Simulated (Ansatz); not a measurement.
# AlBeH2 (doublet): wave-function methods side by side at distance Al1–H3 = 3.549 Å, 6-31G

How much of the correlation energy of AlBeH2 (doublet) does each wave-function method recover here?

The runs use Ansatz 0.2.0, Gaussian basis; 6-31G, core rule «outside noble gas», up to 6 orbitals frozen.

Plan: UHF; CCSD(T) on ROHF; CCSD(T) on UHF; BCCD(T) on ROHF; CISD as a restricted active space (open shells left free, so some higher excitations enter); CCSDT(Q) on ROHF; CCSDT(Q) on UHF; CCSDTQ on ROHF; CASSCF and MRCISD+Q, 3 electrons in 3 orbitals; CASSCF and NEVPT2, 3 electrons in 3 orbitals; CASSCF and MRCISD+Q, 7 electrons in 10 orbitals; CASSCF and NEVPT2, 7 electrons in 10 orbitals; Full CI.

19 further runs of the same task are left out: 14 that didn't finish, 5 set aside as unsound or not needed. Runs told in other sessions of the task aren't counted.

### 1 What is computed

The geometry derives from a PBE0/def2-TZVP stationary point (not a proven minimum). One bond is set to the value named and the two fragments are kept rigid.

4 atoms, charge 0, spin multiplicity 2.

Atoms are counted from 1 here; the program's logs count them from 0.

Bond lengths: Be2–H4 1.345 Å.

### 2 UHF

in.yaml reads:

```yaml
crystal:
  periodic: [false, false, false]
  atoms:
    - {symbol: Al, position_ang: [0.000000, -0.122181, 0.574517]}
    - {symbol: Be, position_ang: [0.000000, 0.110573, -1.732699]}
    - {symbol: H, position_ang: [0.000000, 2.280933, 3.186115]}
    - {symbol: H, position_ang: [0.000000, 0.001064, -3.072985]}
basis:
  gaussian: {orbitals: 6-31G}
magnetization: {spin_polarized: true, initial_magnetization: 1}
hamiltonian: {xc: hf}
output: {orbitals: {seedname: orbitals}}
```

The run is started by

```bash
$ ansatz run in.yaml --threads 1 --pin off --events-out ev --progress --plain --max-ram 2393MiB
```

The runs that follow: CCSD(T) on ROHF; CCSD(T) on UHF; BCCD(T) on ROHF; CISD as a restricted active space (open shells left free, so some higher excitations enter); CCSDT(Q) on ROHF; CCSDT(Q) on UHF; CCSDTQ on ROHF; CASSCF and MRCISD+Q, 3 electrons in 3 orbitals; CASSCF and NEVPT2, 3 electrons in 3 orbitals; CASSCF and MRCISD+Q, 7 electrons in 10 orbitals; CASSCF and NEVPT2, 7 electrons in 10 orbitals; Full CI.

Before running them: what should the planned runs give, taken together? Wanted: FCI from the RHF energy; RMP2 from FCI; UMP2 from FCI; RCCSD from FCI; RCCSD(T) from FCI; UCCSD(T) from FCI; RCCSDT(Q) from FCI; UCCSDT(Q) from FCI; MRCISD+Q pair from FCI.

As calculated:

```
                         quantity                                                                                                                        value
          FCI from the ROHF energy                                                                                                                   -2.0369 eV
                    RMP2 from FCI                                                                                                                   +759.0 meV
                    UMP2 from FCI                                                                                                                   +729.1 meV
                   RCCSD from FCI                                                                                                                    +62.9 meV
                RCCSD(T) from FCI                                                                                                                    +31.4 meV
                UCCSD(T) from FCI                                                                                                                    +31.2 meV
               RCCSDT(Q) from FCI                                                                                                                     +2.5 meV
               UCCSDT(Q) from FCI                                                                                                                     +2.3 meV
           MRCISD+Q pair from FCI                                                                                                                    -16.5 meV
          NEVPT2 valence from FCI                                                                                                                   +160.1 meV
        MRCISD+Q valence from FCI                                                                                                                    +14.2 meV
levels within 1 kcal/mol (43 meV)  RCCSD(T), UCCSD(T), BCCD(T), RCCSDT, UCCSDT, RCCSDT(Q), UCCSDT(Q), RCCSDTQ, MRCISD+Q pair, MRCISD valence, MRCISD+Q valence
                    T1 diagnostic                                                                                                                        0.058
   effectively unpaired electrons                                                                                                                         1.29
```

**Reading.** RCCSD(T) misses by +31.4 meV, 1.5 % of the correlation energy. MRCISD+Q pair falls below full CI: the +Q correction isn't variational, and the cores differ from full CI's. The occupations show static correlation (1.29 effectively unpaired electrons where one determinant has 1). Of the multireference levels listed MRCISD+Q valence comes nearest in total energy (+14.2 meV), which doesn't show that its space is the better one. These misses are within one basis, not against nature; the frozen cores of restricted and unrestricted runs differ, which can shift their rows.

Levels on UHF freeze UHF's core orbitals, full CI those of ROHF, so the U rows can settle a little off it for that reason alone.

With open shells the CI space here admits some higher excitations, so it is larger than plain CISD.
